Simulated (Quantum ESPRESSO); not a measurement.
## TiO in Quantum ESPRESSO: the effect of Hubbard term

The system is TiO.

```
Ti O
1.0
    -1.68679    2.92161    4.70196
     3.37359    0.00000    4.70196
     1.68679    2.92161    0.00000
Ti O
4 4
Cartesian
  0.0000 0.0000 0.0000
  1.6868 2.9216 2.3510
  1.6868 2.9216 4.7020
  1.6868 2.9216 7.0529
  3.3736 1.9477 5.8774
  1.6868 0.9739 3.5265
  1.6868 4.8694 5.8774
  0.0000 3.8955 3.5265
```

The cell comes from a database or a generator and needn't be the stable form of this composition.

Alike in all runs:

* Program: Quantum ESPRESSO 7.5
* Task: single point
* Functional: PBEsol
* Potentials or basis: PseudoDojo 0.4.1 SR PBEsol standard
* Cutoff: 1143 eV
* Density cutoff: 4572 eV
* k mesh: 3 × 3 × 3
* Occupations: gaussian, width 0.05 eV
* Spin: collinear spin, antiferromagnetic start
* Starting moments: [2.0, 2.0, 0.0, 0.0, -2.0, -2.0, -0.0, -0.0] μB
* Hubbard projectors: ortho-atomic
* Double: 6
* Start of the occupations: atomic
* Moments locked: none
* Magnetic state asked for: afm_doubled
* Formal shell electrons: 1 d2, 2 d2, 5 d2, 6 d2

```csv
Hubbard term,pressure (GPa),largest force (eV/Å)
none,-20.8,0.20
Ti d U = 1 eV,-18.1,0.50
Ti d U = 2 eV,-15.4,0.95
Ti d U = 4 eV,?,?
Ti d U = 5 eV,-3.6,0.94
Ti d U = 6 eV,-1.2,1.45
```

Question: What does the run with Hubbard term Ti d U = 4 eV give?

Answer: Pressure -6.7 GPa; largest force 0.96 eV/Å.

Worked out: A parabola through the other rows of the pressure, of slope 3.56 GPa per eV there, gives -8.1 GPa, against the run's -6.7. The largest force follows no smooth curve through the other rows.

Caveats: all runs use coarse meshes; forces of over 1 eV/Å show positions far from the minimum, so gaps and moduli don't describe the material at rest (some runs).
